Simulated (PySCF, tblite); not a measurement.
**CH10OSi3, a small molecule taken as a stand-in for a surface group (Si site with back bonds [SiH3], C[SiH3], O): NMR shifts, core binding energies and electronic excitations, part 1 of 2**

Wanted: the NMR shifts, core binding energies and electronic excitations for `O[SiH]([SiH3])C[SiH3]`.

Programs: tblite 0.8.0 and PySCF 2.14.0. All values are calculated, for the isolated system unless a continuum is named. Atoms count from 0, parts from 1.

### 1 The system as given

15 atoms, charge 0, multiplicity 1; geometry: distance geometry start.

### 2 Geometry optimisation with GFN2-xTB

What the job is given:

```
{"job": {"kind": "relax", "xc": "GFN2-xTB", "basis": "xTB"}, "charge": 0, "multiplicity": 1}
Si    -0.515709     0.744398    -0.581882
Si    -2.162866    -0.745977     0.135187
C      1.132788    -0.066718    -0.791259
Si     1.800373    -0.533426     0.853560
O     -0.477268     2.121756     0.341640
H     -0.923536     1.208222    -1.953357
H     -3.491831    -0.135436     0.055353
H     -2.140043    -1.969256    -0.740800
H     -1.914037    -1.170497     1.535006
H      1.826821     0.635957    -1.292205
H      1.068245    -0.952091    -1.447631
H      0.914114    -1.523628     1.525869
H      2.011378     0.637057     1.745371
H      3.123174    -1.182063     0.681250
H     -0.240267     2.961657    -0.124564
```

Level: GFN2-xTB geometry optimisation, gas phase.

Launch:

```
$ OMP_NUM_THREADS=1 python cluster_run.py task.json out
```

One launch serves the whole session: the jobs run in the order shown.

The log of the run:

```text
step      E/eV     max force
  0    -449.28119    2.001
  1    -449.41787    0.829
  2    -449.44847    0.441
  3    -449.46881    0.367
  4    -449.48234    0.408
  5    -449.49874    0.352
  6    -449.50925    0.245
  7    -449.51644    0.203
  8    -449.52168    0.190
  9    -449.52636    0.173
 10    -449.52965    0.156
 11    -449.53248    0.135
 12    -449.53598    0.169
 13    -449.54025    0.218
 14    -449.54453    0.205
 15    -449.54825    0.145
 16    -449.55109    0.141
 17    -449.55347    0.141
 18    -449.55583    0.150
 19    -449.55802    0.130
 20    -449.55916    0.263
 21    -449.56174    0.129
 22    -449.56354    0.113
 23    -449.56539    0.080
 24    -449.56633    0.084
 25    -449.56754    0.095
 26    -449.56843    0.090
 27    -449.56906    0.055
 28    -449.56938    0.046
 29    -449.56969    0.047
 30    -449.57004    0.054
 31    -449.57050    0.054
 32    -449.57104    0.075
 33    -449.57157    0.077
 34    -449.57196    0.052
 35    -449.57224    0.050
 36    -449.57251    0.045
 37    -449.57287    0.060
 38    -449.57329    0.055
 39    -449.57362    0.043
 40    -449.57384    0.037
 41    -449.57405    0.038
 42    -449.57433    0.051
 43    -449.57460    0.046
 44    -449.57477    0.030
 45    -449.57489    0.028
 46    -449.57501    0.040
 47    -449.57516    0.042
 48    -449.57529    0.027
 49    -449.57537    0.025
 50    -449.57544    0.023
 51    -449.57552    0.031
 52    -449.57563    0.031
 53    -449.57572    0.018
 54    -449.57575    0.020
 55    -449.57577    0.016
 56    -449.57580    0.015
 57    -449.57583    0.017
 58    -449.57586    0.011
 59    -449.57588    0.009
 60    -449.57589    0.010
 61    -449.57592    0.014
 62    -449.57596    0.022
 63    -449.57603    0.024
 64    -449.57609    0.017
 65    -449.57612    0.012
 66    -449.57615    0.014
 67    -449.57619    0.020
 68    -449.57627    0.033
 69    -449.57642    0.041
 70    -449.57658    0.032
 71    -449.57667    0.017
 72    -449.57671    0.014
 73    -449.57673    0.015
 74    -449.57677    0.021
 75    -449.57683    0.022
 76    -449.57688    0.015
 77    -449.57690    0.011
 78    -449.57691    0.011
 79    -449.57692    0.011
 80    -449.57694    0.011
 81    -449.57696    0.008
 82    -449.57697    0.006
```

Wall time 2.2 s (1 thread of Intel Xeon 6975P-C, shared host).

The steps of the relaxation:

```csv
step,energy from step 0 (eV),largest force (eV/Å)
0,0.0000,2.0003
3,-0.1876,0.3676
6,-0.2281,0.2448
9,-0.2452,0.1726
12,-0.2548,0.1681
15,-0.2671,0.1457
18,-0.2746,0.1499
21,-0.2806,0.1294
24,-0.2851,0.0834
27,-0.2879,0.0557
30,-0.2889,0.0542
33,-0.2904,0.0763
36,-0.2913,0.0455
39,-0.2924,0.0429
42,-0.2931,0.0510
45,-0.2937,0.0284
48,-0.2941,0.0277
51,-0.2943,0.0312
54,-0.2946,0.0193
57,-0.2946,0.0166
60,-0.2947,0.0104
63,-0.2948,0.0239
66,-0.2950,0.0136
69,-0.2952,0.0414
72,-0.2955,0.0134
75,-0.2956,0.0227
78,-0.2957,0.0100
81,-0.2958,0.0086
82,-0.2958,0.0062
```

Close pairs (by a distance rule), those that changed most:

```csv
bond,before (Å),after (Å),change (Å)
Si0–C2,1.849,1.911,+0.062
C2–Si3,1.835,1.897,+0.062
Si0–Si1,2.334,2.298,-0.036
O4–H14,0.989,0.954,-0.036
Si1–H7,1.505,1.469,-0.036
Si0–O4,1.659,1.634,-0.025
Si3–H11,1.489,1.464,-0.025
Si0–H5,1.504,1.480,-0.025
```

### 3 Optimising the geometry at PBE0-D3(BJ)/def2-SVP

What the job is given:

```
{"job": {"xc": "PBE0", "basis": "def2-SVP", "d3": "d3bj", "grid": 2, "kind": "geom", "shake": 0.01}, "charge": 0, "multiplicity": 1}
Si    -0.592693     0.677373    -0.739331
Si    -2.232351    -0.686802     0.125607
C      1.123290    -0.048891    -0.812112
Si     1.922417    -0.524523     0.869893
O     -0.652858     1.974603     0.262535
H     -0.872399     1.216508    -2.111575
H     -3.569640    -0.130558     0.004891
H     -2.237764    -1.962251    -0.588191
H     -2.051727    -1.005089     1.565639
H      1.815457     0.652970    -1.288043
H      1.110947    -0.933636    -1.431626
H      1.068602    -1.555057     1.514409
H      1.944959     0.660551     1.734798
H      3.232372    -1.040940     0.683443
H     -0.019537     2.680373     0.224332
```

The log of the run:

```text
step   0  E = -986.99813166  max force = 0.036842
step   1  E = -987.00624462  max force = 0.003879
step   2  E = -987.00676660  max force = 0.002380
step   3  E = -987.00685137  max force = 0.000890
step   4  E = -987.00688507  max force = 0.000537
step   5  E = -987.00691967  max force = 0.000847
step   6  E = -987.00695058  max force = 0.000868
step   7  E = -987.00698633  max force = 0.001062
step   8  E = -987.00702505  max force = 0.001026
step   9  E = -987.00706489  max force = 0.000750
step  10  E = -987.00709509  max force = 0.000684
step  11  E = -987.00711532  max force = 0.000650
step  12  E = -987.00713291  max force = 0.000734
step  13  E = -987.00715466  max force = 0.000591
step  14  E = -987.00717792  max force = 0.000736
step  15  E = -987.00719917  max force = 0.000796
step  16  E = -987.00721400  max force = 0.000559
step  17  E = -987.00722084  max force = 0.000356
optimisation converged
```

Wall time 1.9 min (1 thread of Intel Xeon 6975P-C, shared host); peak memory 0.7 GiB.

Relaxation path:

```csv
step,energy from step 0 (eV),largest force component (eV/Å)
0,0.0000,1.8945
1,-0.2208,0.1995
2,-0.2350,0.1224
3,-0.2373,0.0458
4,-0.2382,0.0276
5,-0.2391,0.0436
6,-0.2400,0.0446
7,-0.2409,0.0546
8,-0.2420,0.0528
9,-0.2431,0.0386
10,-0.2439,0.0352
11,-0.2445,0.0334
12,-0.2449,0.0377
13,-0.2455,0.0304
14,-0.2462,0.0378
15,-0.2467,0.0409
16,-0.2471,0.0287
17,-0.2473,0.0183
```

Close pairs (by a distance rule), those that changed most:

```csv
bond,before (Å),after (Å),change (Å)
Si3–H13,1.420,1.496,+0.076
Si1–H6,1.453,1.495,+0.042
Si0–Si1,2.302,2.343,+0.041
C2–Si3,1.922,1.884,-0.038
Si0–O4,1.640,1.678,+0.037
Si1–H7,1.462,1.498,+0.037
Si3–H12,1.467,1.495,+0.027
C2–H10,1.080,1.104,+0.024
```

The next job starts from the end point, and lists it.

```csv
at the end point,value
point group (found at 0.08 Å tolerance),C1
"rotational constants (GHz, main isotopes)","3.069, 1.345, 1.157"
dipole moment (D),1.96
```

### 4 Nuclear shieldings: PBE0/pcSseg-1

What the job is given:

```
{"job": {"kind": "nmr", "xc": "PBE0", "basis": "pcSseg-1"}, "charge": 0, "multiplicity": 1}
Si    -0.515356     0.734915    -0.724939
Si    -2.282298    -0.687069    -0.137466
C      1.124580    -0.192263    -0.716059
Si     1.841673    -0.428033     1.010304
O     -0.522058     1.943548     0.438415
H     -0.746338     1.314465    -2.090590
H     -3.600999    -0.004136    -0.311329
H     -2.257855    -1.898071    -1.019463
H     -2.150547    -1.137214     1.282285
H      1.864832     0.340337    -1.338227
H      0.974539    -1.181453    -1.183547
H      0.814594    -1.006900     1.928411
H      2.300821     0.881397     1.565894
H      3.017638    -1.352019     0.971950
H      0.126534     2.647209     0.339202
```

With the program's defaults for keys left out, this is: GIAO PBE0/pcSseg-1 NMR shielding, non-relativistic, gas phase.

The log of the run:

```text
coarse grid: 13248 points
cycle   1  E = -987.1734932206  dE =  8.361e-04  |g| = 7.419e-01  |ddm| = 3.340e+00
cycle   2  E = -987.0285730042  dE =  1.449e-01  |g| = 1.139e+00  |ddm| = 1.658e+00
cycle   3  E = -987.2751700917  dE = -2.466e-01  |g| = 1.006e-01  |ddm| = 1.216e+00
cycle   4  E = -987.2768630961  dE = -1.693e-03  |g| = 4.534e-02  |ddm| = 1.154e-01
cycle   5  E = -987.2773807063  dE = -5.176e-04  |g| = 7.105e-03  |ddm| = 4.580e-02
cycle   6  E = -987.2773939352  dE = -1.323e-05  |g| = 1.192e-03  |ddm| = 9.926e-03
cycle   7  E = -987.2773943174  dE = -3.822e-07  |g| = 2.932e-04  |ddm| = 1.939e-03
final grid: 111920 points
cycle   8  E = -987.3145081287  dE = -1.305e-05  |g| = 6.511e-03  |ddm| = 1.582e-02
cycle   9  E = -987.3144971027  dE =  1.103e-05  |g| = 9.775e-03  |ddm| = 1.244e-02
cycle  10  E = -987.3145165155  dE = -1.941e-05  |g| = 5.667e-04  |ddm| = 7.872e-03
cycle  11  E = -987.3145165623  dE = -4.681e-08  |g| = 2.182e-04  |ddm| = 6.001e-04
cycle  12  E = -987.3145165737  dE = -1.135e-08  |g| = 3.382e-05  |ddm| = 2.284e-04
cycle  13  E = -987.3145165740  dE = -2.719e-10  |g| = 6.778e-06  |ddm| = 4.505e-05
converged SCF energy = -987.3145165740

GIAO shielding tensors (ppm)
atom      isotropic    diamagn.    paramagn.     s11        s22        s33       span
  0 Si     347.312     879.673    -532.360    288.529    342.238    411.171    122.642
  1 Si     461.651     880.524    -418.873    451.761    464.582    468.610     16.849
  2 C      189.027     260.817     -71.789    172.284    192.441    202.358     30.074
  3 Si     422.807     879.900    -457.094    401.028    406.503    460.889     59.861
  4 O      308.831     389.067     -80.236    270.546    324.355    331.592     61.046
  5 H       25.592      28.949      -3.356     22.911     23.651     30.215      7.304
  6 H       27.746      28.339      -0.594     24.505     25.288     33.445      8.940
  7 H       28.074      29.201      -1.127     24.773     26.369     33.080      8.308
  8 H       27.549      29.422      -1.873     24.057     26.546     32.044      7.987
  9 H       30.778      31.474      -0.696     26.021     28.198     38.117     12.096
 10 H       31.569      32.958      -1.390     27.151     28.745     38.810     11.660
 11 H       27.153      29.621      -2.468     23.269     26.738     31.451      8.183
 12 H       27.361      29.346      -1.985     23.783     26.060     32.239      8.457
 13 H       27.237      28.373      -1.135     23.892     24.831     32.989      9.097
 14 H       30.633      31.489      -0.856     23.009     25.423     43.468     20.459
```

Wall time 12 s (1 thread of Intel Xeon 6975P-C, shared host); peak memory 0.87 GiB.

The references, computed at this level on geometries of the same kind, shield at (ppm): ¹H TMS 31.27, ¹³C TMS 184.4, ²⁹Si TMS 352.0, ¹⁷O H2O 334.6. Their shielding less the atom's gives the shift. The references are single molecules in the gas phase, so shifts against H2O, NH3, PH3, H3PO4 or CFCl3 are not on the usual liquid scales and can be off by tens of ppm.

```csv
atoms,environment,σ (ppm),δ (ppm)
C2,"carbon bonded to 2 Si, 2 H",189.0,-4.6
H5,"hydrogen on a silicon bonded to C, O, Si",25.59,5.67
H11,hydrogen on a silicon bonded to C,27.15,4.11
H13,hydrogen on a silicon bonded to C,27.24,4.03
H12,hydrogen on a silicon bonded to C,27.36,3.91
H8,hydrogen on a silicon bonded to Si,27.55,3.72
H6,hydrogen on a silicon bonded to Si,27.75,3.52
H7,hydrogen on a silicon bonded to Si,28.07,3.19
H14,hydrogen on an oxygen bonded to Si,30.63,0.63
H9,hydrogen on a carbon bonded to 2 Si,30.78,0.49
H10,hydrogen on a carbon bonded to 2 Si,31.57,-0.30
Si0,"silicon bonded to C, O, Si, H",347.3,4.7
Si3,"silicon bonded to C, 3 H",422.8,-70.8
Si1,"silicon bonded to Si, 3 H",461.7,-109.7
O4,"oxygen bonded to Si, H",308.8,25.7
```

Charges from the same density, by scheme (e):

```csv
atoms,Mulliken,IAO,Hirshfeld,ESP fit
Si0,0.70,0.87,0.33,0.65
Si1,0.16,0.25,0.21,0.14
C2,-0.88,-0.85,-0.25,-0.54
Si3,0.48,0.60,0.30,0.48
O4,-0.58,-0.78,-0.31,-0.72
```

Mayer bond orders: Si0–Si1 0.93, Si0–C2 0.89, C2–Si3 0.91, Si0–O4 0.96.

(Continued in part 2 of 2.)
